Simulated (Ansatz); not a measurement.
# TiSn3O8: further runs on a relaxed guess, part 2 of 2

The task, for TiSn3O8: repeat the electronic structure at other levels of theory.

Ansatz 0.2.0; DFT PBE, scalar-relativistic, plane waves, PAW.

## Step 3: Level of theory: PBE+U

input.yaml reads:

```yaml
crystal:
  lattice:
    - [-3.1774331548, 3.378382954, 3.3837134988]
    - [3.1774331548, -3.378382954, 3.3837134988]
    - [3.1774331548, 3.378382954, -3.3837134988]
  atoms:
    - { symbol: Ti, position: [0.5, 0.5, 0.0] }
    - { symbol: Sn, position: [0.0, 0.7488240809, 0.7488240809] }
    - { symbol: Sn, position: [0.0, 0.2511759191, 0.2511759191] }
    - { symbol: Sn, position: [0.5, 0.0, 0.5] }
    - { symbol: O, position: [0.6894507797, 0.4516365238, 0.7621857441] }
    - { symbol: O, position: [0.6894507797, 0.9272650357, 0.2378142559] }
    - { symbol: O, position: [0.7997297025, 0.5, 0.2997297025] }
    - { symbol: O, position: [0.8039904185, 0.0, 0.8039904185] }
    - { symbol: O, position: [0.3105492203, 0.0727349643, 0.7621857441] }
    - { symbol: O, position: [0.3105492203, 0.5483634762, 0.2378142559] }
    - { symbol: O, position: [0.2002702975, 0.5, 0.7002702975] }
    - { symbol: O, position: [0.1960095815, 0.0, 0.1960095815] }
basis:
  ecutwfc: 420
kpoints:
  mp_grid: { grid: [6, 6, 6] }
  band_path:
    path:
      - [[0.0, 0.0, 0.0], [0.5, 0.5, -0.5], [0.47044776, 0.52955224, -0.47044776]]
      - [[-0.47044776, 0.47044776, 0.47044776], [0.0, 0.0, 0.0], [0.49921294, -0.49921294, 0.49921294]]
      - [[0.50078706, 0.49921294, -0.49921294], [0.5, 0.5, -0.5]]
      - [[0.0, 0.0, 0.0], [0.0, 0.5, 0.0], [0.25, 0.25, 0.25], [0.5, 0.0, 0.0], [0.0, 0.0, 0.0], [0.0, 0.0, 0.5], [0.25, 0.25, 0.25]]
    npoints: 10
hamiltonian:
  xc: pbe
  hubbard: { sites: [{ species: Ti, l: d, u_eff: 4.0 }] }
scf:
  occupations: { method: gaussian, width: 0.02 }
  n_extra_bands: 30
output:
  forces: true
  stress: true
  eigenvalues: true
  populations: true
  dos: { projected: true, de: 0.02, nscf_kmesh: { grid: [9, 9, 9] } }
  bader: false
  write_density: true
  write_potential: true
  elf: true
  volumetric_format: npy
```

Started as:

```
ansatz run input.yaml --threads 4 --pin off --max-ram 8192MiB --backend cpu --events-out ev --progress --plain --runs-dir out
```

The log of the run:

```text
Warning: RAYON_NUM_THREADS=4 ignored (pool sized by the plan → 4); use --threads N
Ti: projections on atomic orbitals take those of the free atom [Ne] 3s2 3p6 3d2 4s2, of charge +0.00 (hamiltonian.pseudopotentials.projection_atoms); the dataset's partial waves leave at most 4.1e-7 of an orbital's norm unspanned inside its sphere
Sn: projections on atomic orbitals take those of the free atom [Kr] 4d10 5s2 5p2, of charge +0.00 (hamiltonian.pseudopotentials.projection_atoms); the dataset's partial waves leave at most 5.0e-6 of an orbital's norm unspanned inside its sphere
O: projections on atomic orbitals take those of the free atom [He] 2s2 2p4, of charge +0.00 (hamiltonian.pseudopotentials.projection_atoms); the dataset's partial waves leave at most 1.9e-8 of an orbital's norm unspanned inside its sphere
scf.n_extra_bands = 30 over 51 filled bands (N_el = 102.0): the run solves 81 bands
Engine: ansatz 0.2.0, aarch64-unknown-linux-gnu
Pseudopotentials: kind: paw
Pseudopotential: Ti, paw, valence charge 12, recommended cutoff 420 eV (normal), Ti.paw.azcp
Pseudopotential: Sn, paw, valence charge 14, recommended cutoff 420 eV (normal), Sn.paw.azcp
Pseudopotential: O, paw, valence charge 6, recommended cutoff 420 eV (normal), O.paw.azcp
Functional definition: PBE
  parameter kappa = 0.804
  parameter beta = 0.06672455060314922
  exchange = pbe_x(kappa = kappa, mu = beta*pi^2/3)
  correlation = pbe_c(beta = beta)
Crystal: 12 atoms, lattice volume = 145.291 Å³
Basis set: ecut = 420 eV, 2859 PW (Γ), exchange–correlation on 80×80×80 points (8 copies of the dense FFT grid, shifted against one another)
Bands: 81, of which v1, the nominal top of the filled ones, is band 51 counted from 1 (50 counted from 0)
Symmetry: 8 space group operations
Space group: Immm (ITA 71), of the structure as read, at distance tolerance 5.3e-5 Å
k-points: 46 of 216
Non-local potential: Ti, projectors of the file, l = 0: 3, l = 1: 2, l = 2: 3, l = 3: 1
Non-local potential: Sn, projectors of the file, l = 0: 2, l = 1: 2, l = 2: 2, l = 3: 2
Non-local potential: O, projectors of the file, l = 0: 2, l = 1: 2, l = 2: 1
PAW form: soft (Blöchl's): semilocal exchange-correlation on the pseudo side does not see the compensation charge
PAW one-centre angular grid: Ti, 590 points (default); XC on 64 Gauss nodes
PAW one-centre angular grid: Sn, 590 points (default); XC on 64 Gauss nodes
PAW one-centre angular grid: O, 110 points (default); XC on 64 Gauss nodes
Initial density: superposition of atomic densities (chi_scale 0.1, normalization cell, long waves of neutral atoms under a Hubbard term (reshape's long-wave potential 0.00 eV rms, cloud 2.26 Å wide))
Initial wavefunctions: pseudopotential atomic-orbital guess
Functional: x = pbe(κ = 0.804, μ = 0.2195149727645171), c = pbe(β = 0.06672455060314922)
SCF iter   1: F=—  HF=-25113.993867 eV  |F-HF|=—  |Δ(HF+E_count)|=         —  Δρ=8.55e-2  dr2=8.60e0  ethr=3.10e-3  ⟨swp⟩=5.5  Hψ=16155  notcnv=0  defer=357
preconditioner: auto → Resta (q_TF=auto, 2.572 Å⁻¹)  ε∞=2.9  [insulator: Δε(μ)=2.398 eV  Ē_g=21.424 eV  σ=0.020 eV  W_gap=1.00  n_scr=42 (ndim 8)  ℏωp=29.9 eV  f_vac=0.000  D(μ)=0.00/eV (n_scr^D=0)  ε∞_Penn≈2.9]
SCF iter   2: F=—  HF=-25112.327818 eV  |F-HF|=—  |Δ(HF+E_count)|=    1.67e0  Δρ=4.52e-2  dr2=1.86e0  ethr=3.10e-3  ⟨swp⟩=2.0  Hψ=5957  notcnv=0  defer=1078
SCF iter   3: F=—  HF=-25112.175759 eV  |F-HF|=—  |Δ(HF+E_count)|=   1.52e-1  Δρ=2.31e-2  dr2=6.72e-1  ethr=1.82e-3  ⟨swp⟩=2.5  Hψ=3927  notcnv=0  defer=1078
SCF iter   4: F=—  HF=-25112.108424 eV  |F-HF|=—  |Δ(HF+E_count)|=   6.73e-2  Δρ=6.00e-3  dr2=3.99e-2  ethr=6.59e-4  ⟨swp⟩=2.3  Hψ=5163  notcnv=0  defer=1078
SCF iter   5: F=—  HF=-25112.118176 eV  |F-HF|=—  |Δ(HF+E_count)|=   9.75e-3  Δρ=2.37e-3  dr2=5.89e-3  ethr=3.91e-5  ⟨swp⟩=2.2  Hψ=5092  notcnv=0  defer=1089
SCF iter   6: F=—  HF=-25112.120607 eV  |F-HF|=—  |Δ(HF+E_count)|=   2.43e-3  Δρ=1.25e-3  dr2=1.87e-3  ethr=5.77e-6  ⟨swp⟩=2.1  Hψ=4431  notcnv=0  defer=1085
SCF iter   7: F=—  HF=-25112.121142 eV  |F-HF|=—  |Δ(HF+E_count)|=   5.35e-4  Δρ=3.18e-4  dr2=1.20e-4  ethr=1.84e-6  ⟨swp⟩=2.0  Hψ=3795  notcnv=0  defer=1085
SCF iter   8: F=—  HF=-25112.121278 eV  |F-HF|=—  |Δ(HF+E_count)|=   1.36e-4  Δρ=1.69e-4  dr2=3.50e-5  ethr=1.18e-7  ⟨swp⟩=2.0  Hψ=4113  notcnv=0  defer=1085
SCF iter   9: F=—  HF=-25112.121280 eV  |F-HF|=—  |Δ(HF+E_count)|=   1.56e-6  Δρ=4.05e-5  dr2=1.76e-6  ethr=3.43e-8  ⟨swp⟩=2.0  Hψ=4135  notcnv=0  defer=1085
SCF iter  10: F=—  HF=-25112.121282 eV  |F-HF|=—  |Δ(HF+E_count)|=   2.61e-6  Δρ=1.12e-5  dr2=1.49e-7  ethr=1.72e-9  ⟨swp⟩=2.0  Hψ=4087  notcnv=0  defer=1085
SCF iter  11: F=-25112.121282 eV  HF=-25112.121282 eV  |F-HF|=6.13e-9  |Δ(HF+E_count)|=   2.34e-7  Δρ=3.70e-6  dr2=2.12e-8  ethr=9.80e-11  ⟨swp⟩=16.8  Hψ=29883  notcnv=0
SCF 1 converged in 11 iterations: F = -25112.121282 eV  dr2 = 2.12e-8
NSCF: frozen V_eff on 114 k-points
NSCF: frozen V_eff on 125 k-points
SCF converged after 11 iterations
Free energy (F): -25112.121282 eV
Harris-Foulkes:  -25112.121282 eV  (|F-HF|=6.13e-9)
Internal energy: -25112.121282 eV  (E = F + TS)
E sigma→0 (E₀):  -25112.121282 eV
Fermi energy:    9.735876 eV
--- Per-component energies (eV) ---
  E_band       = -437.151447
  E_kinetic    = 2238.338203
  E_local      = -6001.448187  (includes V_loc(G=0)·N_el)
  E_nonlocal   = 297.395862
  E_hartree    = 2875.262065
  E_xc         = -1826.227023
  E_vxc        = -1154.426321  (∫ρ·V_xc dr)
  E_hubbard    = 3.073034  (on-site DFT+U / exact-exchange correction)
  E_vhub       = 2.132209  (the Hubbard potential's part of the band-sum identity)
  E_paw        = -14752.261134  (= ΣΔE_a)
  E_vpaw       = -1569.687997  (= ΣTr[D̂ρ^β])
  E_aug_tail   = 0.019986  (compensation charges beyond the density's cutoff)
  E_ewald      = -7946.274087
  E_smearing   = -0.000000  (= −TS)
  E_closure    = -0.000000  (closes the sum)
  Σ components = -25112.121282   (vs F -25112.121282, Δ=0.00e0)
--- Forces (eV/Å), atoms counted from 1 ---
  atom   1  Ti     0.00000000     0.00000000     0.00000000
  atom   2  Sn     0.01520350     0.00000000     0.00000000
  atom   3  Sn    -0.01520350     0.00000000     0.00000000
  atom   4  Sn     0.00000000     0.00000000    -0.00000000
  atom   5  O     -0.17573781     0.00000000     0.08534527
  atom   6  O      0.17573781     0.00000000     0.08534527
  atom   7  O      0.00000000     0.11496673     0.00000000
  atom   8  O      0.00000000     0.02972367     0.00000000
  atom   9  O     -0.17573781     0.00000000    -0.08534527
  atom  10  O      0.17573781     0.00000000    -0.08534527
  atom  11  O      0.00000000    -0.11496673     0.00000000
  atom  12  O      0.00000000    -0.02972367     0.00000000
  max |Σ_I F_I| component: 2.78e-17 eV/Å
--- Stress (GPa, compression-positive) ---
        1.190010       0.000000       0.000000
        0.000000       0.540552       0.000000
        0.000000       0.000000       0.077846
  P = ⅓ Tr σ = 0.6028 GPa (6.028 kbar)
--- Band table (eV; the first three rows and the last of 46) ---
  k-point 0: bands = ["-49.2221", "-25.4375", "-25.4050", "-25.3231", "-12.1544", "-12.1017", "-11.7067", "-11.5855", "-11.5684", "-11.3559", "-11.3431", "-11.3316", "-11.2662", "-11.2598", "-11.2104", "-11.1983", "-11.1907", "-11.1642", "-11.1429", "-9.7555", "-8.3525", "-8.1739", "-7.8254", "-7.7736", "-7.4236", "-6.8294", "-6.7894", "0.7335", "1.2868", "2.7757", "3.7370", "4.5412", "5.1165", "5.1467", "5.2635", "5.3420", "5.3654", "5.5175", "6.4321", "6.6240", "6.9690", "7.1520", "7.3452", "7.4343", "7.8412", "7.8771", "8.0139", "8.0958", "8.1611", "8.1709", "8.8481", "10.6237", "11.5696", "12.0383", "12.0567", "13.5705", "13.7073", "14.0583", "14.8283", "15.3310", "15.8311", "17.6420", "17.7872", "18.2687", "19.2810", "19.4972", "19.6958", "20.0121", "21.3399", "21.3674", "21.4535", "21.5729", "22.5114", "22.9083", "23.6806", "24.0150", "24.0811", "24.3164", "25.1468", "25.3130", "25.7912"]
  k-point 1: bands = ["-49.2221", "-25.4377", "-25.4051", "-25.3231", "-12.1666", "-12.0264", "-11.7037", "-11.5917", "-11.5793", "-11.4136", "-11.3370", "-11.3275", "-11.2631", "-11.2534", "-11.2157", "-11.1994", "-11.1922", "-11.1710", "-11.1640", "-9.6741", "-8.4273", "-8.0551", "-7.8824", "-7.8036", "-7.3724", "-7.0454", "-6.7140", "0.9053", "1.4195", "2.9368", "3.9535", "4.5232", "4.7398", "4.9911", "5.1016", "5.5085", "5.5972", "5.7919", "6.2787", "6.4122", "6.9328", "6.9609", "7.0399", "7.3655", "7.7976", "7.8092", "7.9402", "8.0136", "8.1061", "8.1228", "8.7404", "11.2195", "11.7036", "12.0261", "12.0517", "13.5153", "13.8946", "14.0755", "14.7911", "15.6040", "16.2297", "17.6000", "17.8291", "18.3132", "19.2514", "19.5044", "19.9199", "20.0680", "21.2324", "21.2748", "21.4462", "21.6425", "22.2653", "22.7662", "22.7971", "23.9401", "24.0466", "24.8174", "25.3066", "25.4711", "25.6607"]
  k-point 2: bands = ["-49.2220", "-25.4381", "-25.4051", "-25.3232", "-12.1270", "-11.8937", "-11.6975", "-11.6728", "-11.6473", "-11.4589", "-11.3206", "-11.3164", "-11.2551", "-11.2369", "-11.2364", "-11.2015", "-11.2005", "-11.1960", "-11.1892", "-9.4327", "-8.6326", "-7.9714", "-7.8867", "-7.8346", "-7.2952", "-7.2779", "-6.7433", "1.3493", "1.7247", "3.2320", "4.0663", "4.4121", "4.5874", "4.8184", "5.1692", "5.4567", "5.8666", "5.8734", "6.0163", "6.2293", "6.4467", "6.6929", "6.9059", "7.2859", "7.5380", "7.6526", "7.8031", "7.8338", "8.0466", "8.1899", "8.4974", "11.6139", "12.0526", "12.0831", "12.5149", "13.6386", "13.7029", "14.4324", "14.6776", "16.3855", "16.9553", "17.5414", "18.1396", "18.2743", "18.7050", "19.6606", "19.7114", "20.9042", "20.9956", "21.1535", "21.5041", "21.5605", "21.9235", "22.0231", "22.5680", "23.9219", "24.2061", "24.2945", "24.7214", "25.0177", "25.4899"]
  k-point 45: bands = ["-49.2221", "-25.4377", "-25.4052", "-25.3232", "-12.0910", "-12.0370", "-11.8448", "-11.7005", "-11.5555", "-11.3749", "-11.3575", "-11.3091", "-11.2643", "-11.2427", "-11.2087", "-11.2080", "-11.1960", "-11.1646", "-11.1482", "-8.7503", "-8.3522", "-8.2776", "-7.9373", "-7.9340", "-7.9188", "-7.3501", "-6.7211", "1.9485", "2.2622", "2.6112", "4.3407", "4.5117", "5.1150", "5.1540", "5.2676", "5.3213", "5.4954", "5.5225", "5.9979", "6.7051", "6.8147", "6.9111", "7.0144", "7.0792", "7.2405", "7.2728", "7.3344", "7.6243", "7.6405", "7.6670", "8.0177", "11.1500", "11.9950", "12.3230", "12.3351", "14.0887", "14.2846", "14.5418", "14.6844", "16.2280", "16.6991", "18.3561", "18.9145", "19.2092", "19.3688", "19.6386", "19.6651", "20.7461", "21.1937", "21.3309", "21.4018", "21.4395", "21.9326", "22.0754", "22.2664", "22.2677", "23.6284", "23.9857", "24.2161", "24.6569", "25.6301"]
Occupation matrices written to <dir>
--- Löwdin populations: 12 sites ---
  site symbol       q [e]
     0     Ti     10.3738
     1     Sn     12.2946
     2     Sn     12.2946
     3     Sn     12.2908
     4      O      6.7744
     5      O      6.7744
     6      O      6.7806
     7      O      6.7984
     8      O      6.7744
     9      O      6.7744
    10      O      6.7806
    11      O      6.7984
  spilling = 0.004810 (of n_electrons = 102.000000)
```

Wall time 50 s (4 threads of Arm Neoverse V2, shared host); peak memory 1.7 GiB.

By site:

```
atom  Löwdin electrons
 Ti1             10.37
 Sn2             12.29
 Sn3             12.29
 Sn4             12.29
  O5              6.77
  O6              6.77
  O7              6.78
  O8              6.80
  O9              6.77
 O10              6.77
 O11              6.78
 O12              6.80
```

The Löwdin counts miss 0.49 of the 102 electrons, which the atomic orbitals do not span, so they are no charges.

From bands.tsv, the levels nearest the gap at the path's corners, in eV from the valence-band top:

```tsv
point	band 48	band 49	band 50	band 51	band 52	band 53	band 54	band 55
Γ	-0.75	-0.69	-0.68	0.00	1.78	2.72	3.19	3.21
X	-1.22	-1.21	-1.18	-0.83	2.30	3.15	3.48	3.49
F2	-1.21	-1.19	-1.17	-0.83	2.32	3.16	3.47	3.48
Σ0	-1.21	-1.19	-1.17	-0.83	2.32	3.16	3.47	3.48
Γ	-0.75	-0.69	-0.68	0.00	1.78	2.72	3.19	3.21
Y0	-1.22	-1.21	-1.18	-0.83	2.30	3.15	3.48	3.49
U0	-1.22	-1.21	-1.18	-0.83	2.30	3.15	3.48	3.49
X	-1.22	-1.21	-1.18	-0.83	2.30	3.15	3.48	3.49
Γ	-0.75	-0.69	-0.68	0.00	1.78	2.72	3.19	3.21
R	-0.84	-0.73	-0.49	-0.48	3.14	3.26	3.46	3.49
W	-0.93	-0.81	-0.78	-0.66	3.06	3.23	3.27	4.10
S	-1.00	-0.80	-0.69	-0.60	2.86	3.12	3.19	4.24
Γ	-0.75	-0.69	-0.68	0.00	1.78	2.72	3.19	3.21
T	-1.04	-0.81	-0.63	-0.49	2.70	3.19	3.37	4.46
W	-0.93	-0.81	-0.78	-0.66	3.06	3.23	3.27	4.10
```

Highest filled and lowest empty level along the path:

```
distance (1/Å)  highest filled (eV)  lowest empty (eV)
          0.00                 0.00               1.78
          0.37                -0.31               2.48
          0.74                -0.77               2.41
          0.94                -0.83               2.30
          0.96                -0.83               2.31
          0.99                -0.83               2.32
          1.27                -0.71               2.83
          1.64                -0.14               2.70
          2.01                -0.02               1.88
          2.38                -0.43               2.73
          2.75                -0.81               2.34
          2.85                -0.83               2.30
          2.85                -0.83               2.30
          2.85                -0.83               2.30
          3.05                -0.08               2.26
          3.32                -0.31               3.14
          3.57                -0.48               3.14
          3.76                -0.55               3.09
          3.94                -0.65               3.06
          4.14                -0.67               3.07
          4.34                -0.63               2.95
          4.55                -0.59               2.85
          4.81                -0.27               2.60
          5.08                -0.01               1.83
          5.35                -0.09               2.28
          5.62                -0.37               2.75
          5.87                -0.50               2.70
          6.05                -0.59               2.85
          6.24                -0.65               3.04
```

Counts of states by energy window (eV from the valence-band top), total and by projection:

| from | to | total | Ti 3d | Sn 5s | Sn 5p | O 2p |
| --- | --- | --- | --- | --- | --- | --- |
| -8 | -7 | 2.28 | 0.03 | 0.80 | 0.05 | 1.29 |
| -7 | -6 | 2.30 | 0.07 | 0.68 | 0.05 | 1.32 |
| -6 | -5 | 2.24 | 0.07 | 0.32 | 0.21 | 1.47 |
| -5 | -4 | 6.25 | 0.35 | 0.10 | 0.95 | 4.61 |
| -4 | -3 | 7.62 | 0.41 | 0.05 | 0.78 | 6.07 |
| -3 | -2 | 8.45 | 0.51 | 0.04 | 0.30 | 7.25 |
| -2 | -1 | 11.45 | 0.29 | 0.04 | 0.15 | 10.67 |
| -1 | 0 | 7.38 | 0.05 | 0.00 | 0.04 | 7.18 |
| 0 | 1 | 0.01 | 0.00 | 0.00 | 0.00 | 0.01 |
| 1 | 2 | 0.01 | 0.00 | 0.00 | 0.00 | 0.00 |
| 2 | 3 | 1.79 | 1.14 | 0.31 | 0.04 | 0.19 |
| 3 | 4 | 5.83 | 3.96 | 0.46 | 0.16 | 0.91 |
| 4 | 5 | 2.92 | 1.07 | 0.56 | 0.16 | 0.76 |
| 5 | 6 | 4.50 | 1.31 | 1.15 | 0.20 | 1.44 |
| 6 | 7 | 1.24 | 0.18 | 0.35 | 0.23 | 0.38 |

A further 54 or so states lie below the table's range.

Axes a, b and c in the maps are those of this run's conventional cell (a, b, c = 6.355, 6.757, 6.767 Å).

Density in a lattice plane of the grid's cell (edges 6.35 and 6.77 Å, at 0.000 of the third edge), which holds Ti and Sn and O.

Ten even steps from ' ' (0.05 e/Å³) to '@' (16.70 e/Å³):
```
        ::++++::              ::++++::      
          ....                  ....        
                                            
                                            
        ..::::                  ::::..      
        ::==--..              ..--==::      
        ::--::..              ..::--::      
....      ..        ......        ..      ..
==--..            ..--++--..            ..--
++++::            ::**@@**::            ::++
==--..            ..--++--..            ..--
....      ..        ......        ..      ..
        ::--::..              ..::--::      
        ::==--..              ..--==::      
        ..::::                  ::::..      
                                            
                                            
          ....                  ....        
        ::++++::              ::++++::      
      ..==%%%%==..          ..==%%%%==..    
```
Columns run along the first of these edges and rows up along the second, over one cell in 22 and 20 even steps from the bottom left corner. Atoms in the plane (fractional): Ti at (0.00, 0.50), Sn at (0.75, 0.00), Sn at (0.25, 0.00), Sn at (0.50, 0.50), O at (0.76, 0.69), O at (0.24, 0.69), O at (0.76, 0.31), O at (0.24, 0.31).

ELF in the same plane.

Ten even steps from '0' (0.00) to '9' (0.80):
```
0112100122111221001211
0012211221101122112210
0011222211000112222110
0025898741000147898520
0169989973101379989961
0279846985111589648972
0149978973222379879951
6535999842222248999535
4762354321000123453267
0372011121000121110273
4762354321000123453267
6535999842222248999535
0159978973222379879941
0279846985111589648972
0169989973101379989961
0025898741000147898520
0011222211000112222110
0012211221101122112210
0112100122111221001211
1122000022111220000221
```
Columns run along the first of these edges and rows up along the second, over one cell in 22 and 20 even steps from the bottom left corner. Atoms in the plane (fractional): Ti at (0.00, 0.50), Sn at (0.75, 0.00), Sn at (0.25, 0.00), Sn at (0.50, 0.50), O at (0.76, 0.69), O at (0.24, 0.69), O at (0.76, 0.31), O at (0.24, 0.31).

Both are smooth fields of the valence electrons: close to the nuclei they are not physical.

Maxima of ELF outside the ion cores: 0.86 beside O, off the lines to its neighbours, 0.6 Å from O; 0.84 in the shell around O, 0.6 Å from O.

## Step 4: The levels side by side

```
 level  gap (eV)  pressure (GPa)  CPU time  against the first
   PBE      1.72             0.0   2.6 min                × 1
r2SCAN      2.31            -7.1   4.4 min              × 1.7
 PBE+U      1.78             0.6   3.2 min              × 1.3
```

All at the geometry relaxed with the first.

## Step 5: Results

The summary covers parts 1 to 2.

| quantity | value |
| --- | --- |
| gap (r2SCAN) | 2.31 eV, direct on the path |
| gap (PBE+U) | 1.78 eV, direct on the path |

What this shows: The gap runs from 1.72 eV with PBE to 2.31 eV with r2SCAN. At this fixed cell r2SCAN gives -7.1 GPa, so it would relax to a smaller volume.
